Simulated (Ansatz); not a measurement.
# B₂Br₂Cl₂H₂: how energies converge with the basis set

An exercise on one series of results from a longer session: the logs are not shown, and one member is left open.

Method: one geometry, several basis sets; program: Ansatz 0.2.0, Gaussian basis.

Levels to be run: PBE0-D4/def2-SVP; ωB97M-V/def2-SVP; PBE0-D4/def2-QZVPP; ωB97M-V/def2-QZVPP; the functionals' def2-TZVPP values are taken from earlier runs.

## The relaxed structure

The geometry comes from an earlier relaxation with PBE0-D4 in a triple-zeta def2 set; it is a stationary point, not always the lowest conformer.

8 atoms, charge 0, spin multiplicity 1.

Atoms are counted from 1 here; the program's logs count them from 0.

Bond lengths: Cl1–B2 1.764 Å, B2–Br3 2.126 Å, B2–Br6 2.126 Å, B2–H7 1.185 Å, Br3–B4 2.125 Å, B4–Cl5 1.760 Å, B4–Br6 2.125 Å, B4–H8 1.185 Å. Angles: Cl1–B2–Br3 112.2°, Cl1–B2–Br6 112.2°, Cl1–B2–H7 119.4°, Br3–B2–Br6 94.4°, Br3–B2–H7 107.8°, Br6–B2–H7 107.8°, B2–Br3–B4 83.7°, Br3–B4–Cl5 112.7°, Br3–B4–Br6 94.4°, Br3–B4–H8 107.1°, Cl5–B4–Br6 112.8°, Cl5–B4–H8 119.7°, Br6–B4–H8 107.1°, B2–Br6–B4 83.7°.

The first run:

Input file in.yaml:

```yaml
crystal:
  periodic: [false, false, false]
  atoms:
    - {symbol: Cl, position_ang: [0.654184, 0.004940, 2.587656]}
    - {symbol: B, position_ang: [1.045415, 0.379233, 0.909047]}
    - {symbol: Br, position_ang: [-0.484864, 1.508635, -0.040963]}
    - {symbol: B, position_ang: [-1.010882, -0.364905, -0.895777]}
    - {symbol: Cl, position_ang: [-1.250449, -0.275109, -2.637104]}
    - {symbol: Br, position_ang: [0.818717, -1.307442, -0.365115]}
    - {symbol: H, position_ang: [2.083550, 0.889398, 0.652911]}
    - {symbol: H, position_ang: [-1.855662, -0.834741, -0.210635]}
basis:
  gaussian: {orbitals: def2-SVP}
hamiltonian: {xc: pbe0, dispersion: d4}
output: {orbitals: {seedname: orbitals}}
```

Run with:

```
ansatz run in.yaml --threads 8 --pin off --events-out ev --progress --plain --max-ram 18278MiB
```

Among the steps run: PBE0-D4 in def2-SVP; ωB97M-V in def2-SVP; PBE0-D4 in def2-QZVPP; ωB97M-V in def2-QZVPP.

One of the session's tables, all rows but one given; the rest of the session is left out.

| functional | basis | HOMO (eV) |
| --- | --- | --- |
| PBE0-D4 | def2-SVP | -8.49 |
| PBE0-D4 | def2-TZVPP | ? |
| PBE0-D4 | def2-QZVPP | -8.60 |
| ωB97M-V | def2-SVP | -10.63 |
| ωB97M-V | def2-TZVPP | -10.76 |
| ωB97M-V | def2-QZVPP | -10.79 |

**Question.** Estimate the row for PBE0-D4, def2-TZVPP.

As computed: HOMO (eV): -8.58. In the column «HOMO (eV)» it lies between PBE0-D4, def2-QZVPP (-8.60) and PBE0-D4, def2-SVP (-8.49).
